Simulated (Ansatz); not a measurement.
Ge, space group Fmmm, an equation of state with a fit

Program: the Ansatz DFT code, driven from Python.

At the Python prompt:
```pycon
>>> import warnings
>>> import ansatz as az
>>> from ase.eos import EquationOfState
>>> from ase.units import GPa
>>> import numpy as np
>>> vectors0 = np.array([
...     [0.0, 2.88574, 5.11566],
...     [2.6305, 0.0, 5.11566],
...     [2.6305, 2.88574, 0.0],
... ])
>>> sites = [
...     ("Ge", (0.78187, 0.78187, 0.21813)),
...     ("Ge", (0.21813, 0.21813, 0.78187)),
...     ("Ge", (0.27351, 0.72649, 0.27351)),
...     ("Ge", (0.72649, 0.27351, 0.72649)),
... ]
>>> def crystal_on(cell):
...     crystal = az.Crystal(lattice=az.Lattice.of(cell))
...     for symbol, position in sites:
...         crystal = crystal.atom(symbol, position)
...     return crystal
...
>>> warnings.simplefilter("ignore", az.DeckWarning)
>>> # uniform scaling of the cell
>>> volumes, energies = [], []
>>> for scale in np.linspace(0.88, 1.12, 7):
...     cell = vectors0 * scale ** (1 / 3)
...     setup = (
...         crystal_on(cell).calculation()
...         .functional("r2SCAN")
...         .occupations("Gaussian", width=0.1)
...         .basis(600)
...         .kpoints(6, 6, 6)
...     )
...     rep = setup.run(threads=1).report
...     volumes.append(abs(np.linalg.det(cell)) / len(sites))
...     energies.append(rep["free_energy_ev"] / len(sites))
...     print(f"V = {volumes[-1]:8.4f} A^3/atom  F = {energies[-1]:.5f} eV/atom")
...
V =  17.0864 A^3/atom  F = -4302.48765 eV/atom
V =  17.8630 A^3/atom  F = -4302.52103 eV/atom
V =  18.6397 A^3/atom  F = -4302.53382 eV/atom
V =  19.4163 A^3/atom  F = -4302.53034 eV/atom
V =  20.1930 A^3/atom  F = -4302.51405 eV/atom
V =  20.9696 A^3/atom  F = -4302.48759 eV/atom
V =  21.7463 A^3/atom  F = -4302.45300 eV/atom
>>> eos = EquationOfState(volumes, energies, eos="birchmurnaghan")
>>> v0, e0, bulk = eos.fit()
>>> print(f"V0 = {v0:.4f} A^3/atom, E0 = {e0:.5f} eV/atom, B = {bulk / GPa:.1f} GPa")
V0 = 18.8397 A^3/atom, E0 = -4302.53433 eV/atom, B = 76.2 GPa
```

A third-order Birch-Murnaghan fit through the 7 points has its minimum at 18.84 Å³ an atom, 3.0 % below the typed cell, with a bulk modulus of 76 GPa and dB/dP = 4.7. From that minimum the energy rises by 46.7 meV an atom on the compressed side and 81.3 meV on the expanded side.

Reading the output:
- Absolute energies stand on the zero of these potentials, so only differences at equal settings mean something.
- Shape and fractional positions are held along the curve, so the bulk modulus is an upper value where they are free to relax.
- For a metal this k-point mesh is coarse: on a finer one energies can move by several to tens of meV an atom and pressures by half a GPa or more, differences at one mesh by less.
- This isn't the structure that Ge takes at ambient conditions.
- Wall time of the script: 100 s on 1 thread of Arm Neoverse V1 (shared host), peak memory 0.78 GiB.
